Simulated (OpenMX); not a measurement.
The system is AlN.

```
Al N
1.0
     3.11300    0.00000    0.00000
    -1.55650    2.69594    0.00000
     0.00000    0.00000    4.98100
Al N
2 2
Direct
  0.66667 0.33333 0.50000
  0.33333 0.66667 0.00000
  0.66667 0.33333 0.88000
  0.33333 0.66667 0.38000
```

Base run:

```yaml
Program: OpenMX 3.8.5
Functional: PBE
Dispersion: D3(BJ)
Potentials_or_basis: OpenMX 2013 PBE set, Al7.0-s2p2d1, N6.0-s2p2d1, grid cutoff 400 Ry
k_mesh: 7 × 7 × 5
Occupations: fermi-dirac, width 0.05 eV
Spin: no spin polarisation
```

Its results: band gap on the k mesh 4.89 eV, direct; pressure -1.4 GPa; largest force 0.076 eV/Å.

**Question.** The run is repeated on the same cell with these changes: dispersion from D3(BJ) to D3. What comes out?

**Answer.** Band gap on the k mesh 4.89 eV, direct; pressure 0.1 GPa; largest force 0.067 eV/Å.

Caveats: an odd mesh through Γ misses points on the zone boundary, where band edges often lie; the basis of atomic orbitals isn't converged, which shifts pressures, moduli and gaps.
